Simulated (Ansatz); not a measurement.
A first try at a ladder of basis sets of SbSr, using Ansatz's Python interface.

`basis_sbsr.py`:
```python
# -*- coding: utf-8 -*-
"""How the energy of SbSr converges with the basis."""

from dataclasses import dataclass

import ansatz as az
from ase import Atoms


@dataclass(frozen=True)
class Settings:
    xc: str = "b3lyp"
    kmesh: tuple[int, ...] = (2, 2, 2)


settings = Settings()


def main():
    atoms = Atoms(["Sr", "Sb"], positions=[
        (0.0, 0.0, 0.0),
        (0.0, 0.0, 3.075),
    ])
    geometry = az.Crystal.molecule_from_ase(atoms)

    setup = (
        geometry.calculation()
        .functional(settings.xc)
        .spin("collinear", total=1)
        .kpoints(*settings.kmesh)
    )

    energies = {}
    for basis in ["def2-SVP", "def2-SVPD", "def2-TZVP", "def2-TZVPP"]:
        rep = setup.basis(gaussian=basis).run().report
        size = rep["n_frozen"] + rep["n_occupied"][0] + rep["n_virtual"][0]
        energies[basis] = (rep["reference_energy_ev"] / 27.211386246, rep["free_energy_ev"] / 27.211386246)
        print(f"{basis:14s} {size:4d} orbitals  reference {energies[basis][0]:14.6f} Ha  total {energies[basis][1]:14.6f} Ha")

    last = energies["def2-TZVPP"][1]
    for basis, (_, total) in energies.items():
        print(f"{basis:14s} lies {27.211386 * (total - last):9.4f} eV above def2-TZVPP")


if __name__ == "__main__":
    main()
```

`python basis_sbsr.py` gives:
```text
Traceback (most recent call last):
  File "basis_sbsr.py", line 46, in <module>
    main()
    ~~~~^^
  File "basis_sbsr.py", line 35, in main
    rep = setup.basis(gaussian=basis).run().report
          ~~~~~~~~~~~~~~~~~~~~~~~~~~~~~~~^^
  ...
ansatz.RefusalError: invalid value for `basis.gaussian`: such a run doesn't read kpoints; remove what it names
```
(Library frames cut from the traceback.)

Why does it end like this?

The fault: a molecule in a Gaussian basis takes no k-points. The correction:

```diff
--- before
+++ after
@@ -12,3 +12,2 @@
     xc: str = "b3lyp"
-    kmesh: tuple[int, ...] = (2, 2, 2)
 
@@ -29,3 +28,2 @@
         .spin("collinear", total=1)
-        .kpoints(*settings.kmesh)
     )
```

With that change:

Output of `python basis_sbsr.py`:
```text
def2-SVP         49 orbitals  reference    -271.015392 Ha  total    -271.015392 Ha
def2-SVPD        58 orbitals  reference    -271.016419 Ha  total    -271.016419 Ha
def2-TZVP        83 orbitals  reference    -271.033005 Ha  total    -271.033005 Ha
def2-TZVPP       90 orbitals  reference    -271.033144 Ha  total    -271.033144 Ha
def2-SVP       lies    0.4831 eV above def2-TZVPP
def2-SVPD      lies    0.4551 eV above def2-TZVPP
def2-TZVP      lies    0.0038 eV above def2-TZVPP
def2-TZVPP     lies    0.0000 eV above def2-TZVPP
```

What to keep in mind:
- The drop along the ladder measures the basis error, and is no property of the molecule.
- The geometry is a force-field or estimated start, not a minimum of this method, and the last set is no limit. Much of the fall in a total is atomic energy, which cancels in bond and reaction energies.
- def2 sets replace the cores of elements past krypton by effective core potentials.
- The run takes the species as open-shell (spin multiplicity 2), which needn't be its ground state.
- The expectation value of S² is noticeably off S(S+1) in at least one run, so that state is spin-contaminated.
- b3lyp holds the VWN-RPA fit, as in Gaussian; the form of ORCA and Turbomole is b3lyp5.
- The spin state was assumed, and another may lie lower.
- Timing: 66 s on 1 thread of INTEL(R) XEON(R) PLATINUM 8581C CPU @ 2.30GHz (Emerald Rapids), with other jobs on the host, peak memory 0.33 GiB.
